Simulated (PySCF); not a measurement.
# CH7ClGe2: electronic excitations

What electronic excitations should CH7ClGe2 (`[Cl][GeH2][CH2][GeH3]`) show?

Programs: PySCF 2.14.0, with density-fitted response routines of our own. Each step states its level of theory. These are calculated values for one molecule in the gas phase, unless marked as measured. Atoms are numbered from 0 throughout.

## Step 1: The starting structure

11 atoms, charge 0, multiplicity 1; geometry from: GFN2-xTB.

Bonds of the start (Å): Cl0–Ge1 2.09, Ge1–C2 1.98, C2–Ge3 1.96, Ge1–H4 1.52, Ge1–H5 1.51, C2–H6 1.09, C2–H7 1.09, Ge3–H8 1.49, Ge3–H9 1.49, Ge3–H10 1.50.

## Step 2: TDDFT and polarisability: CAM-B3LYP/def2-SVPD

Job settings and geometry (Å):

```
{"job": {"kind": "uv", "xc": "CAM-B3LYP", "basis": "def2-SVPD", "nstates": 8, "ntriplets": 3}, "charge": 0, "multiplicity": 1}
Cl     2.215009     0.890799     1.568534
Ge     1.560683     0.395356    -0.355810
C      0.011122    -0.825833    -0.247094
Ge    -1.619508     0.075252     0.376029
H      2.727576    -0.254717    -1.079393
H      1.236418     1.686308    -1.074031
H      0.253673    -1.653674     0.419848
H     -0.170230    -1.250076    -1.234601
H     -1.964662     1.218001    -0.523376
H     -1.471750     0.603386     1.762602
H     -2.772906    -0.882130     0.361328
```

Method: TDDFT CAM-B3LYP/def2-SVPD, vertical, gas phase, core orbitals frozen in the response.

The run is started by

```bash
> OMP_NUM_THREADS=1 python probes_run.py task.json out
```

The driver reads the jobs from task.json and runs them one after another.

What will the session give for the following? lowest singlet (CAM-B3LYP/def2-SVPD); brightest single state of those computed; lowest triplet. Wanted: lowest singlet; brightest single state of those computed; lowest triplet.

As calculated:

```
                                quantity                        value
    lowest singlet (CAM-B3LYP/def2-SVPD)  7.26 eV (171 nm), f = 0.012
brightest single state of those computed  state 4, 8.07 eV, f = 0.197
                          lowest triplet                      6.87 eV
```

What this shows: The lowest singlet, at 7.26 eV, is HOMO→LUMO 0.49, HOMO→LUMO+1 0.35 and is weak; of the 8 states computed, the strongest absorption comes from state 4 at 8.07 eV (the last state computed is bright too, and its partners may lie past the list). The lowest triplet lies 0.39 eV below the lowest singlet (triplets in Tamm-Dancoff, singlets in full TDDFT).
